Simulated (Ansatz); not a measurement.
**AlZnC2N2: from a guess to a relaxed structure**

Aim: relax a trial structure of AlZnC2N2 and see where it ends.

Computed with Ansatz 0.2.0 (DFT PBE, scalar-relativistic, plane waves, PAW, unless a step's input says otherwise).

## 1. Starting point

It takes space group P-1 (No. 2, triclinic). The conventional cell has a = 4.331 Å, b = 4.626 Å, c = 9.159 Å, α = 84.39°, β = 80.64°, γ = 64.19°. Around Al (site symmetry -1) lie 2 N at 1.96 Å. Zn (site symmetry -1) is surrounded by 2 C at 1.92 Å. C (site symmetry 1) is surrounded by 1 N at 1.17 Å. N (site symmetry 1) has 1 C at 1.17 Å as nearest neighbours.

Structure file:

```xyz
6
Lattice="4.3307 0.0000 0.0000 2.0144 4.1647 0.0000 1.4889 0.2741 9.0334" Properties=species:S:1:pos:R:3 pbc="T T T"
Al    3.9170    2.2194    4.5167
Zn    0.0000    0.0000    0.0000
C     3.6604    3.5962    7.3187
C     4.1737    0.8426    1.7147
N     3.7562    3.0819    6.2721
N     4.0778    1.3568    2.7613
```

A structure generator made this guess: packed cyanide-bridged chains (P-1, No. 2). Lengths come from tabulated atomic sizes and are only a guess.

## 2. A first look at the guess

input.yaml

```yaml
crystal:
  lattice:
    - [4.33071937, 0.0, 0.0]
    - [2.01437319, 4.16465415, 0.0]
    - [1.48891814, 0.27409415, 9.03342002]
  atoms:
    - { symbol: Al, position: [0.5, 0.5, 0.5] }
    - { symbol: Zn, position: [0.0, 0.0, 0.0] }
    - { symbol: C, position: [0.18982077, 0.81017923, 0.81017923] }
    - { symbol: C, position: [0.81017923, 0.18982077, 0.18982077] }
    - { symbol: "N", position: [0.30567383, 0.69432617, 0.69432617] }
    - { symbol: "N", position: [0.69432617, 0.30567383, 0.30567383] }
basis:
  ecutwfc: 420
kpoints:
  mp_grid: { grid: [4, 4, 2] }
hamiltonian:
  xc: pbe
scf:
  occupations: { method: gaussian, width: 0.1 }
  lower_state_search: "off"
output:
  forces: true
  stress: true
  eigenvalues: true
```

Started as:

```sh
> ansatz run input.yaml --threads 1 --pin off --max-ram 2560MiB --backend cpu --events-out ev --progress --plain --runs-dir out
```

Further runs follow: spin check on a coarse mesh; coarse relaxation; full relaxation.

Before running it: what results should come out? Wanted: conventional cell; volume; energy over the elements; gap on the mesh.

As calculated:

| quantity | value |
| --- | --- |
| symmetry at the end (tolerance 0.05 Å) | space group P6/mmm (No. 191) |
| conventional cell | a = 3.096 Å, b = 3.096 Å, c = 9.880 Å, α = 90.00°, β = 90.00°, γ = 120.00° |
| volume | 13.67 Å³/atom |
| energy over the elements (uncorrected; H, N, O, F and Cl as molecules) | +0.41 eV/atom |
| gap on the mesh | none (metal) |

The symmetry goes from space group P-1 (No. 2) to space group P6/mmm (No. 191), and the volume per atom shrinks by 49.6 % from the first guess. The formation energy is positive, so the separate elements lie lower. No finished test with a distortion of lower symmetry is shown, so the end may be a saddle point. Some metallic runs here have no spin polarisation while others do; where cell and settings agree, the difference is what magnetism gains. Other magnetic orders were not searched.
